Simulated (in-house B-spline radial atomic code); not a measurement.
# Sm⁺ in a hard spherical wall

What does confinement do to Sm⁺? The free system is solved first, then the same system inside hard walls. More than one configuration is followed.

The numbers are computed with in-house B-spline radial atomic code version 1 (Dirac-Hartree-Fock, average of configuration, Fermi nucleus, basis-set limit), except any that are marked as measured or tabulated.

**1. What is computed**

- element: samarium (Z = 62)
- charge: +1
- electrons: 61
- configuration: [Xe] 4f6 6s1
- Hamiltonian: Dirac-Coulomb
- nucleus: Fermi, rms radius 5.082 fm

Outer shells as boxes (Hund's rule):

[Xe] 4f6 6s1
```
[Xe] core
4f [↑ ][↑ ][↑ ][↑ ][↑ ][↑ ][  ]
6s [↑ ]
```

The boxes draw the filling by Hund's rule, which heavy ions in jj coupling don't follow; these runs average over all states of the configuration.

Input settings:

```ini
Z = 62
electrons = 61.0
configuration = [Xe] 4f6 6s1
hamiltonian = dirac
method = hf
spin_polarised = False
nucleus = fermi
rms_radius = 5.0819
mass_number = 152
atomic_mass = 151.919738646
speed_of_light = 137.035999084
```

This reference run was done before. Its total energy is -10428.975341 hartree, and its levels are (the highest eight at most):

| orbital | occupation | energy (eV) | <r> (bohr) |
| --- | --- | --- | --- |
| 4d3/2 | 4 | -157.14 | 0.6670 |
| 4d5/2 | 6 | -152.12 | 0.6773 |
| 5s1/2 | 2 | -59.575 | 1.436 |
| 5p1/2 | 2 | -37.694 | 1.612 |
| 5p3/2 | 4 | -33.920 | 1.702 |
| 4f5/2 | 2.57143 | -17.441 | 0.9443 |
| 4f7/2 | 3.42857 | -16.900 | 0.9573 |
| 6s1/2 | 1 | -10.292 | 4.140 |

**2. Wall at 4.28 bohr, configuration [Xe] 4f6 6s1**

Input settings:

```ini
Z = 62
electrons = 61.0
configuration = [Xe] 4f6 6s1
hamiltonian = dirac
method = hf
spin_polarised = False
nucleus = fermi
rms_radius = 5.0819
mass_number = 152
atomic_mass = 151.919738646
speed_of_light = 137.035999084
wall_radius = 4.28
```

**3. Wall at 2.07 bohr, configuration [Xe] 4f6 6s1**

The settings differ from step 2 so:

```diff
@@ -11,2 +11,2 @@
 speed_of_light = 137.035999084
-wall_radius = 4.28
+wall_radius = 2.07
```

**4. Wall at 4.28 bohr, configuration [Kr] 4d10 4f6 5s2 5p5 6s1 6f1**

Input settings:

```ini
Z = 62
electrons = 61.0
configuration = [Kr] 4d10 4f6 5s2 5p5 6s1 6f1
hamiltonian = dirac
method = hf
spin_polarised = False
nucleus = fermi
rms_radius = 5.0819
mass_number = 152
atomic_mass = 151.919738646
speed_of_light = 137.035999084
wall_radius = 4.28
```

**5. Wall at 2.07 bohr, configuration [Kr] 4d10 4f6 5s2 5p5 6s1 6f1**

The settings differ from step 4 so:

```diff
@@ -11,2 +11,2 @@
 speed_of_light = 137.035999084
-wall_radius = 4.28
+wall_radius = 2.07
```

**6. Wall at 4.28 bohr, configuration [Kr] 4d10 4f6 5s2 5p5 5f1 6s1**

Input settings:

```ini
Z = 62
electrons = 61.0
configuration = [Kr] 4d10 4f6 5s2 5p5 5f1 6s1
hamiltonian = dirac
method = hf
spin_polarised = False
nucleus = fermi
rms_radius = 5.0819
mass_number = 152
atomic_mass = 151.919738646
speed_of_light = 137.035999084
wall_radius = 4.28
```

**7. Wall at 2.07 bohr, configuration [Kr] 4d10 4f6 5s2 5p5 5f1 6s1**

The settings differ from step 6 so:

```diff
@@ -11,2 +11,2 @@
 speed_of_light = 137.035999084
-wall_radius = 4.28
+wall_radius = 2.07
```

Q: What do the energy and the highest level do as the wall closes in, and which configuration is lower at each radius?

**Answer**, as computed:

| configuration | radius (bohr) | energy above the free system (eV) | highest level (eV) |
| --- | --- | --- | --- |
| [Xe] 4f6 6s1 | 4.28 | 10.110 | -1.068 (6s1/2) |
| [Xe] 4f6 6s1 | 2.07 | 394.12 | 168.49 (6s1/2) |
| [Kr] 4d10 4f6 5s2 5p5 6s1 6f1 | 4.28 | 94.484 | 53.065 (6f7/2) |
| [Kr] 4d10 4f6 5s2 5p5 6s1 6f1 | 2.07 | 685.03 | 308.54 (6f7/2) |
| [Kr] 4d10 4f6 5s2 5p5 5f1 6s1 | 4.28 | 56.700 | 15.475 (5f7/2) |
| [Kr] 4d10 4f6 5s2 5p5 5f1 6s1 | 2.07 | 506.56 | 168.86 (6s1/2) |

What this shows: For [Xe] 4f6 6s1 the energy above the free reference is 10.110 eV at 4.28 bohr and 394.12 eV at 2.07 bohr. Its highest level passes zero between 4.28 and 2.07 bohr; in smaller spheres the level is positive, pushed up by confinement, and the wall keeps the electron in. Of [Xe] 4f6 6s1 and [Kr] 4d10 4f6 5s2 5p5 6s1 6f1, the first stays lower at every radius that both share. At 2.07 bohr the lowest of all 3 is [Xe] 4f6 6s1. A hard wall is a crude model of an atom's surroundings.
